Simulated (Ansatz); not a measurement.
**C2H8SSi2: up Jacob's ladder to CCSD(T)**

One table from this session's results is given with a row withheld; the runs are named, their logs left out.

The runs use Ansatz 0.2.0, Gaussian basis; functionals in def2-TZVPP, the program's frozen cores in correlated methods.

The runs, in order: PBE-D4, r2SCAN-D4, PBE0-D4, B3LYP-D4, ωB97X-V, ωB97M-V, B2PLYP; CCSD(T)/def2-TZVPP; MP2/def2-QZVPP; extrapolation to the limit.

**The relaxed structure**

The geometry comes from an earlier relaxation with PBE0-D4 in a triple-zeta def2 set; it is a stationary point, not always the lowest conformer.

SMILES `[SiH3][SiH]1CCS1`, 13 atoms, charge 0, spin multiplicity 1.

Atoms are counted from 1 here; the program's logs count them from 0.

Bond lengths: Si1–Si2 2.341 Å, Si1–H6 1.488 Å, Si1–H7 1.488 Å, Si1–H8 1.490 Å, Si2–C3 1.886 Å, Si2–S5 2.146 Å, Si2–H9 1.491 Å, C3–C4 1.540 Å, C3–H10 1.092 Å, C3–H11 1.091 Å, C4–S5 1.853 Å, C4–H12 1.090 Å, C4–H13 1.090 Å. Angles: Si2–Si1–H6 110.1°, Si2–Si1–H7 109.1°, Si2–Si1–H8 111.6°, H6–Si1–H7 108.8°, H6–Si1–H8 108.6°, H7–Si1–H8 108.5°, Si1–Si2–C3 115.9°, Si1–Si2–S5 112.8°, Si1–Si2–H9 110.3°, C3–Si2–S5 82.5°, C3–Si2–H9 117.3°, S5–Si2–H9 115.7°, Si2–C3–C4 93.2°, Si2–C3–H10 110.0°, Si2–C3–H11 119.3°, C4–C3–H10 110.8°, C4–C3–H11 114.2°, H10–C3–H11 108.5° and more.

Set-up of the first run:

Contents of in.yaml:

```yaml
crystal:
  periodic: [false, false, false]
  atoms:
    - {symbol: Si, position_ang: [-2.170250, -0.514855, 0.461580]}
    - {symbol: Si, position_ang: [0.004072, 0.197920, 0.954258]}
    - {symbol: C, position_ang: [1.364263, -0.476606, -0.164004]}
    - {symbol: C, position_ang: [1.366623, 0.774898, -1.061751]}
    - {symbol: S, position_ang: [0.513450, 2.043744, -0.014898]}
    - {symbol: H, position_ang: [-3.161661, 0.431070, 1.041246]}
    - {symbol: H, position_ang: [-2.347428, -0.551503, -1.015708]}
    - {symbol: H, position_ang: [-2.438758, -1.876312, 1.005001]}
    - {symbol: H, position_ang: [0.243297, 0.151787, 2.425129]}
    - {symbol: H, position_ang: [2.300242, -0.556282, 0.392833]}
    - {symbol: H, position_ang: [1.199015, -1.411680, -0.700254]}
    - {symbol: H, position_ang: [0.786978, 0.623484, -1.972584]}
    - {symbol: H, position_ang: [2.360457, 1.129636, -1.336049]}
basis:
  gaussian: {orbitals: def2-TZVPP}
hamiltonian: {xc: pbe, dispersion: d4}
output: {forces: true, orbitals: {seedname: orbitals}}
```

The run is started by

```
$ ansatz run in.yaml --threads 4 --pin off --events-out ev --progress --plain --max-ram 10444MiB
```

Steps of the session up to this table: PBE-D4 (GGA); r2SCAN-D4 (meta-GGA); PBE0-D4 (hybrid); B3LYP-D4 (hybrid); ωB97X-V (range-separated); ωB97M-V (range-separated); B2PLYP (double hybrid); CCSD(T) in def2-TZVPP; MP2 in def2-QZVPP.

One of the session's tables, all rows but one given; the rest of the session is left out.

| method | atomisation energy (eV) |
| --- | --- |
| PBE-D4 | 46.942 |
| r2SCAN-D4 | 46.616 |
| PBE0-D4 | 46.587 |
| B3LYP-D4 | 46.347 |
| ωB97X-V | 46.839 |
| ωB97M-V | 46.625 |
| B2PLYP | 45.740 |
| HF/def2-TZVPP | 34.595 |
| MP2/def2-TZVPP | 45.537 |
| CCSD/def2-TZVPP | ? |
| CCSD(T)/def2-TZVPP | 45.264 |
| MP2/CBS | 46.760 |
| CCSD(T)/CBS | 46.486 |

Q: Estimate the row for CCSD/def2-TZVPP from the others.

As computed: atomisation energy (eV): 44.635. In the column «atomisation energy (eV)» it lies between HF/def2-TZVPP (34.595) and CCSD(T)/def2-TZVPP (45.264).
